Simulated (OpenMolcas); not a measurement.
**V³⁺ among point charges: CASSCF levels and susceptibility**

Aim: the splitting of the states of V³⁺ in the field of 6 point charges, its lowest levels with spin-orbit coupling and its magnetic susceptibility.

Method: state-averaged CASSCF, spin-orbit coupling by RASSI with atomic mean-field integrals. Code: OpenMolcas 26.06.

1 further run of the same task is left out (it didn't finish).

### 1 What is computed

| Property | Result |
| --- | --- |
| Species | V³⁺ (vanadium, Z = 23, 20 electrons) |
| Basis | ANO-RCC-VDZP [5s4p2d1f], 34 functions |
| Scalar Hamiltonian | DKH2, point nucleus |
| Inactive shells | 1s 2s 2p 3s 3p |
| Active space | 2 electrons in 5 orbitals (3d) |
| Some configurations of this space | 3d2 |
| Orbitals | optimised for each spin and parity, averaged over all roots |

The outer shells:

3d2
```
3d [↑ ][↑ ][  ][  ][  ]
```

The ion sits among 6 point charges of -2.2 e arranged as an octahedron (Oh), 1.64 Å from the ion. The active orbitals were held to one l.

Each step is its own input file, run in one work folder so that later steps find the files of earlier ones. Labels, J, g values, rates, χT and fits are worked out afterwards by a script from the matrices that RASSI stores. The input lists half of the charges; inversion (Group=XYZ) makes the rest.

### 2 Basis and integrals

Input file a.inp:

```
&GATEWAY
Coord
1

V 0.0 0.0 0.0
Basis=ANO-RCC-VDZP
Group=XYZ
NoMove
AngMom=0.0 0.0 0.0
AMFI
XField
3 Angstrom 0
1.640000 0.000000 0.000000 -2.200000
0.000000 1.640000 0.000000 -2.200000
0.000000 0.000000 1.640000 -2.200000
&SEWARD
```

Run with:

```sh
> OMP_NUM_THREADS=1 MOLCAS_MEM=1689 MOLCAS_PROJECT=a pymolcas a.inp > a.log
```

### 3 Reference wave functions, triplets of even parity, 10 roots

Input file a.inp:

```
&RASSCF
FileOrb=start.orb
Symmetry=1
Spin=3
nActEl=2 0 0
Inactive=3 6
Ras2=5 0
CIRoot=10 10 1
SDav=10
CIMx=300
Iter=120 100
PrWF=0.3
OrbListing=Nothing
MaxOrb=0
SupSym
1
10 4 5 6 7 8 11 12 13 14 15
0
>>> COPY $Project.JobIph JOB001
```

start.orb holds the contracted functions of the basis, ordered by shell, or the orbitals of the step before.

### 4 CASSCF: singlets of even parity, 15 roots

Input file a.inp:

```
&RASSCF
FileOrb=start.orb
Symmetry=1
Spin=1
nActEl=2 0 0
Inactive=3 6
Ras2=5 0
CIRoot=15 15 1
SDav=15
CIMx=300
Iter=120 100
PrWF=0.3
OrbListing=Nothing
MaxOrb=0
SupSym
1
10 4 5 6 7 8 11 12 13 14 15
0
>>> COPY $Project.JobIph JOB002
```

### 5 State interaction with spin-orbit coupling

Input file a.inp:

```
&RASSI
NrOfJobIphs=2 10 15
1 2 3 4 5 6 7 8 9 10
1 2 3 4 5 6 7 8 9 10 11 12 13 14 15
IphNames
JOB001
JOB002
EJob
SpinOrbit
DIPRint=1.0
SOCoupling=1000.0
Subsets=2
Property=9
'ANGMOM' 1 'ANGMOM' 2 'ANGMOM' 3 'MLTPL  1' 1 'MLTPL  1' 2 'MLTPL  1' 3
'AMFI' 1 'AMFI' 2 'AMFI' 3
SOProperty=3
'ANGMOM' 1 'ANGMOM' 2 'ANGMOM' 3
```

Before running it: what results should come out? Wanted: spin-free ground state; first state of the same spin within the active space; lowest level; next level.

**Answer**, as computed:

```
                                            quantity                            value
                                              method                           CASSCF
                              spin-free ground state  3T1, 3-fold in its orbital part
first state of the same spin within the active space                3T2 at 14100 cm⁻¹
                                        lowest level   2-fold E, g = 0.00, 0.00, 0.00
                                          next level                         4.8 cm⁻¹
                                         χT at 300 K                   0.95 cm³ K/mol
                           effective moment at 300 K                          2.76 μB
```

**Reading.** The spin-free ground state (3T1) comes to 94 % from free-ion F terms and keeps the highest spin of the shell. χT at 300 K is 0.95, against 1.00 cm³ K/mol for the spin alone; near agreement at one temperature doesn't show that the orbital moment is quenched. A ligand-field fit to the states below 45000 cm-1 gives 10Dq = 16582 cm-1, B = 974 cm-1 and C = 3433 cm-1 (C/B = 3.53), with a deviation of 334 cm-1. The field of point charges can differ much from that of real complexes. This is an electrostatic model: the charges have no orbitals.
